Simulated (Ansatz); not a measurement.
GaGe3, 4 atoms in the cell. It takes space group Pm-3m (No. 221, cubic). Conventional cell: a = 4.278 Å, b = 4.278 Å, c = 4.278 Å, α = 90.00°, β = 90.00°, γ = 90.00°. Ge (site symmetry 4/mmm) is surrounded by 8 Ge at 3.03 Å and 4 Ga at 3.03 Å. Ga (site symmetry m-3m) is surrounded by 12 Ge at 3.03 Å. The cell comes from a database or a generator and needn't be the stable form of this composition.

| Property | Result |
| --- | --- |
| Program | Ansatz 0.2.0 |
| Task | phonons |
| Functional | PBEsol |
| Potentials or basis | Ansatz PAW |
| Cutoff | 420 eV (not typed: the program's choice for these potentials) |
| k mesh | 6 × 6 × 6 |
| Occupations | fermi-dirac, width 0.05 eV |
| Spin | no spin polarisation |

Potentials or basis: Ansatz PAW.

Command:

```console
$ ansatz run input.yaml --threads 2 --pin off --max-ram 5632MiB --backend cpu --events-out ev --progress --plain --runs-dir out
```

Hardware: 2 threads of Arm Neoverse V2, with other jobs on the host.

Q: Estimate the wall time of this run.

A: Wall time 30 s on 2 threads of Arm Neoverse V2, on a shared host, peak memory 0.87 GiB. Counts: scf iterations 10, plane waves 1551, k points 64, bands 33.
